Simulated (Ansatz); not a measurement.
# Al₂H₂Cl₄: small, medium and large basis sets

The task here is to estimate one member of a computed series from the others.

The runs use Ansatz 0.2.0, Gaussian basis; one geometry, several basis sets.

Plan: PBE0-D4/def2-SVP; ωB97M-V/def2-SVP; PBE0-D4/def2-QZVPP; ωB97M-V/def2-QZVPP; the functionals' def2-TZVPP values are taken from earlier runs.

**Structure used throughout**

The geometry comes from an earlier relaxation with PBE0-D4 in a triple-zeta def2 set; it is a stationary point, not always the lowest conformer.

SMILES `[Cl][Al@H-]1[Cl+][Al@@H-]([Cl])[Cl+]1`, 8 atoms, charge 0, spin multiplicity 1.

Atoms are counted from 1 here; the program's logs count them from 0.

Bond lengths: Cl1–Al2 2.088 Å, Al2–Cl3 2.283 Å, Al2–Cl6 2.283 Å, Al2–H7 1.562 Å, Cl3–Al4 2.283 Å, Al4–Cl5 2.088 Å, Al4–Cl6 2.283 Å, Al4–H8 1.562 Å. Angles: Cl1–Al2–Cl3 108.7°, Cl1–Al2–Cl6 108.7°, Cl1–Al2–H7 123.6°, Cl3–Al2–Cl6 90.9°, Cl3–Al2–H7 110.0°, Cl6–Al2–H7 110.0°, Al2–Cl3–Al4 89.1°, Cl3–Al4–Cl5 108.7°, Cl3–Al4–Cl6 90.9°, Cl3–Al4–H8 110.0°, Cl5–Al4–Cl6 108.7°, Cl5–Al4–H8 123.6°, Cl6–Al4–H8 110.0°, Al2–Cl6–Al4 89.1°.

Set-up of the first run:

in.yaml

```yaml
crystal:
  periodic: [false, false, false]
  atoms:
    - {symbol: Cl, position_ang: [1.733726, 0.448329, -2.486273]}
    - {symbol: Al, position_ang: [1.520538, 0.308851, -0.413579]}
    - {symbol: Cl, position_ang: [0.358046, -1.593696, 0.077480]}
    - {symbol: Al, position_ang: [-1.437907, -0.304290, 0.646764]}
    - {symbol: Cl, position_ang: [-2.906434, -0.513249, -0.823180]}
    - {symbol: Cl, position_ang: [-0.249099, 1.599758, 0.229991]}
    - {symbol: H, position_ang: [2.703513, 0.485722, 0.591244]}
    - {symbol: H, position_ang: [-1.722383, -0.431434, 2.177542]}
basis:
  gaussian: {orbitals: def2-SVP}
hamiltonian: {xc: pbe0, dispersion: d4}
output: {orbitals: {seedname: orbitals}}
```

The run is started by

```
$ ansatz run in.yaml --threads 4 --pin off --events-out ev --progress --plain --max-ram 10444MiB
```

Among the steps run: PBE0-D4 in def2-SVP; ωB97M-V in def2-SVP; PBE0-D4 in def2-QZVPP; ωB97M-V in def2-QZVPP.

One of the session's tables, all rows but one given; the rest of the session is left out.

It belongs to the step «Density functionals: the series». 

```
functional       basis  HOMO (eV)
   PBE0-D4    def2-SVP      -9.09
   PBE0-D4  def2-TZVPP          ?
   PBE0-D4  def2-QZVPP      -9.15
   ωB97M-V    def2-SVP     -11.24
   ωB97M-V  def2-TZVPP     -11.34
   ωB97M-V  def2-QZVPP     -11.37
```

Q: Estimate the row for PBE0-D4, def2-TZVPP from the others.

The run gave: HOMO (eV): -9.13. In the column «HOMO (eV)» it lies between PBE0-D4, def2-QZVPP (-9.15) and PBE0-D4, def2-SVP (-9.09).
